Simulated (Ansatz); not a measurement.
This script drives Ansatz 0.2.0 through its Python package.

`snclf.py`
```python
from collections import Counter
import warnings

import ansatz
import numpy as np
import pandas as pd

PHASES = {
    "SnClF": (
        [[4.054978, 0.0, 0.0], [0.0, 4.054978, 0.0], [0.0, 0.0, 7.36387]],
        [
            ("Sn", [0.0, 0.5, 0.79639]),
            ("Sn", [0.5, 0.0, 0.20361]),
            ("Cl", [0.5, 0.0, 0.650633]),
            ("Cl", [0.0, 0.5, 0.349367]),
            ("F", [0.5, 0.5, 0.0]),
            ("F", [0.0, 0.0, 0.0]),
        ],
    ),
    "Sn": (
        [[0.0, 3.233343, 3.233343], [3.233343, 0.0, 3.233343], [3.233343, 3.233343, 0.0]],
        [
            ("Sn", [0.0, 0.0, 0.0]),
            ("Sn", [0.25, 0.25, 0.25]),
        ],
    ),
    "Cl": (
        [[3.145, -2.25, 0.0], [3.145, 2.25, 0.0], [0.0, 0.0, 8.21]],
        [
            ("Cl", [0.87, 0.13, 0.1]),
            ("Cl", [0.63, 0.37, 0.6]),
            ("Cl", [0.13, 0.87, 0.9]),
            ("Cl", [0.37, 0.63, 0.4]),
        ],
    ),
    "F2": (
        [[9.0, 0.0, 0.0], [0.0, 9.5, 0.0], [0.0, 0.0, 10.0]],
        [
            ("F", [0.5, 0.5, 0.429]),
            ("F", [0.5, 0.5, 0.571]),
        ],
    ),
}


def build(vectors, sites):
    crystal = ansatz.Crystal(lattice=ansatz.Lattice.of(vectors))
    for symbol, position in sites:
        crystal = crystal.atom(symbol, position)
    return crystal

GASES = {"F2"}


def compute(name, crystal):
    calc = crystal.calculation()
    calc = calc.functional(ansatz.Functional.PBESOL)
    calc = calc.basis(47 * ansatz.Ry, density_ratio=4).mixing("msr1")
    calc = calc.eigensolver("davidson", full_accuracy=True).kpoints(spacing=0.3)
    calc = calc.occupations("fermi_dirac", width=0.02)
    calc = calc.stress()
    if name in GASES:
        return calc.kpoints(1, 1, 1).relax(force_tolerance=0.01, max_steps=40).run(threads=1, backend="cpu")
    calc = calc.relax(force_tolerance=0.01, max_steps=40, cell=True)
    return calc.run(threads=1, backend="cpu")


def counts(outcome):
    return Counter(site.symbol for site in outcome.lattice.sites)

def formation_energy(outcome, mu):
    n = counts(outcome)
    return (outcome.report["energy_sigma0_ev"] - sum(k * mu[element] for element, k in n.items())) / sum(n.values())


def volume_per_atom(outcome):
    return abs(np.linalg.det(outcome.lattice.cell_ang)) / len(outcome.lattice.sites)

warnings.simplefilter("ignore", ansatz.DeckWarning)

phases = {name: build(*cell) for name, cell in PHASES.items()}

done = {}
for name, crystal in phases.items():
    done[name] = compute(name, crystal)
    print(f"{name}: {done[name].report['energy_sigma0_ev']:.4f} eV, {len(done[name].lattice.sites)} atoms")

references = {"Sn": "Sn", "Cl": "Cl", "F": "F2"}
mu = {element: done[name].report["energy_sigma0_ev"] / len(done[name].lattice.sites) for element, name in references.items()}

target = done["SnClF"]
heat = formation_energy(target, mu)
rows = [(name, len(o.lattice.sites), volume_per_atom(o), formation_energy(o, mu)) for name, o in done.items()]
print(pd.DataFrame(rows, columns=["phase", "atoms", "V (A^3/atom)", "E_form (eV/atom)"]).round(4).to_string(index=False))
```

It is started by `python snclf.py`. Estimate its wall time and peak memory on 1 thread of Arm Neoverse V1, on a shared host.

It took about 2.8 min, with a peak of 0.93 GiB, for 4 runs of the engine.

```console
$ python snclf.py
SnClF: -15626.2089 eV, 6 atoms
Sn: -11899.4740 eV, 2 atoms
Cl: -4243.2482 eV, 4 atoms
F2: -1595.3080 eV, 2 atoms
phase  atoms  V (A^3/atom)  E_form (eV/atom)
SnClF      6       19.0366           -1.6338
   Sn      2       35.0014            0.0000
   Cl      4       27.0000            0.0000
   F2      2      427.5000            0.0000
```

Caveats:
- The settings weren't tested for convergence.
- For the metals among these phases the mesh is modest: differences between phases can be off by up to 40 meV an atom.
- The program warned that this SCF threshold is loose for forces or stresses.
- The cells come from databases of deposited and of computed structures, and not all need be stable phases.
- The compound is the structure given, not necessarily its lowest; energies are at zero temperature, with no correction for gases. A semilocal functional's error on such energies is often 0.05 to 0.1 eV an atom, and 0.1 to 0.3 eV against gases such as O2 or F2.
- The script silences the warnings on its input, which a real study should read.

(Lines on the test bed's own set-up are left out of the output.)
